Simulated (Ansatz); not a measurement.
**C₃H₁₀FHfNO: small, medium and large basis sets**

Aim: see how fast density functionals converge with the basis set for C₃H₁₀FHfNO.

The runs use Ansatz 0.2.0, Gaussian basis; one geometry, several basis sets.

Levels to be run: PBE0-D4/def2-SVP; ωB97M-V/def2-SVP; PBE0-D4/def2-QZVPP; ωB97M-V/def2-QZVPP; the functionals' def2-TZVPP values are taken from earlier runs.

1 further run of the same task is left out (it didn't finish).

## Step 1: The relaxed structure

An earlier PBE0-D4 in a triple-zeta def2 set relaxation fixed the geometry. Hf takes the def2 core potential; no spin-orbit term is included.

SMILES `C[N](C)[Hf]([CH3])([OH])[F]`, 17 atoms, charge 0, spin multiplicity 1.

Atoms are counted from 1 here; the program's logs count them from 0.

Bond lengths: C1–N2 1.441 Å, C1–H8 1.092 Å, C1–H9 1.099 Å, C1–H10 1.100 Å, N2–C3 1.445 Å, N2–Hf4 2.021 Å, C3–H11 1.099 Å, C3–H12 1.099 Å, C3–H13 1.096 Å, Hf4–C5 2.231 Å, Hf4–O6 1.925 Å, Hf4–F7 1.925 Å, C5–H14 1.097 Å, C5–H15 1.096 Å, C5–H16 1.095 Å, O6–H17 0.952 Å. Angles: N2–C1–H8 110.7°, N2–C1–H9 111.5°, N2–C1–H10 111.6°, H8–C1–H9 107.8°, H8–C1–H10 107.8°, H9–C1–H10 107.3°, C1–N2–C3 112.7°, C1–N2–Hf4 128.6°, C3–N2–Hf4 118.7°, N2–C3–H11 111.6°, N2–C3–H12 111.7°, N2–C3–H13 111.2°, H11–C3–H12 107.7°, H11–C3–H13 107.3°, H12–C3–H13 107.1°, N2–Hf4–C5 104.0°, N2–Hf4–O6 109.6°, N2–Hf4–F7 110.4° and more.

## Step 2: PBE0-D4 in def2-SVP

Contents of in.yaml:

```yaml
crystal:
  periodic: [false, false, false]
  atoms:
    - {symbol: C, position_ang: [0.874566, -1.560425, -1.064954]}
    - {symbol: N, position_ang: [0.655293, -0.217937, -0.588167]}
    - {symbol: C, position_ang: [0.890020, 0.781358, -1.605369]}
    - {symbol: Hf, position_ang: [0.067029, 0.386834, 1.248341]}
    - {symbol: C, position_ang: [-2.089562, 0.893027, 0.984751]}
    - {symbol: O, position_ang: [0.156029, -1.094157, 2.474933]}
    - {symbol: F, position_ang: [0.925267, 2.045823, 1.715236]}
    - {symbol: H, position_ang: [0.697835, -2.287081, -0.268532]}
    - {symbol: H, position_ang: [0.202629, -1.805919, -1.899812]}
    - {symbol: H, position_ang: [1.904981, -1.698848, -1.423402]}
    - {symbol: H, position_ang: [0.213107, 0.654072, -2.461837]}
    - {symbol: H, position_ang: [1.920822, 0.740904, -1.985217]}
    - {symbol: H, position_ang: [0.731185, 1.792122, -1.211956]}
    - {symbol: H, position_ang: [-2.529241, 1.290758, 1.907519]}
    - {symbol: H, position_ang: [-2.231055, 1.650266, 0.204744]}
    - {symbol: H, position_ang: [-2.676794, 0.015007, 0.694672]}
    - {symbol: H, position_ang: [0.287897, -1.585794, 3.279060]}
basis:
  gaussian: {orbitals: def2-SVP}
hamiltonian: {xc: pbe0, dispersion: d4}
output: {orbitals: {seedname: orbitals}}
```

Launch:

```
> ansatz run in.yaml --threads 2 --pin off --events-out ev --progress --plain --max-ram 22528MiB --backend cpu
```

Further steps of the session: ωB97M-V in def2-SVP; PBE0-D4 in def2-QZVPP; ωB97M-V in def2-QZVPP.

Q: Predict the results of all the runs planned. Wanted: PBE0-D4: double and triple zeta above quadruple; ωB97M-V: double and triple zeta above quadruple.

The runs gave:

```
                                       quantity           value
PBE0-D4: double and triple zeta above quadruple  12.07, 0.56 eV
ωB97M-V: double and triple zeta above quadruple  12.51, 0.53 eV
```

What this shows: For PBE0-D4 the step from double to triple zeta gains 11.52 eV and the next only 0.56 eV. These are total energies; as a rule much of such shifts cancels in differences, which this series doesn't test. The LUMO of ωB97M-V is positive and keeps falling with the basis (1.33 to 0.60 eV): an unbound level that the basis holds in place.
